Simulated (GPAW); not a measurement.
The system is Au.

```
Au
1.0
     0.00000    2.03930    2.03930
     2.03930    0.00000    2.03930
     2.03930    2.03930    0.00000
Au
1
Direct
  0.00000 0.00000 0.00000
```

Base run:

* Program: GPAW 26.7.0
* Functional: LDA
* Potentials or basis: the program's PAW data sets (release 1.2.1) made for this functional
* Cutoff: 600 eV
* Basis: pw
* k mesh: 16 × 16 × 16
* Occupations: fermi-dirac, width 0.05 eV
* Spin: spin-orbit coupling, no magnetisation

Its results: pressure -0.8 GPa.

The run is repeated on the same cell with these changes: functional from LDA to PBE; potentials or basis from the program's PAW data sets (release 1.2.1) made for this functional to GPAW PAW data sets (gpaw-data 1.2.1). What comes out?

Pressure 12.1 GPa.

Caveats: with this Au data set, volumes or pressures lay over 1.5 % or 2 GPa off other programs in two to four cells of ten; spin-orbit coupling was added after a scalar SCF, so levels and gaps hold it while energy, forces, pressure and moments don't.

Not every run made on this cell is shown here.
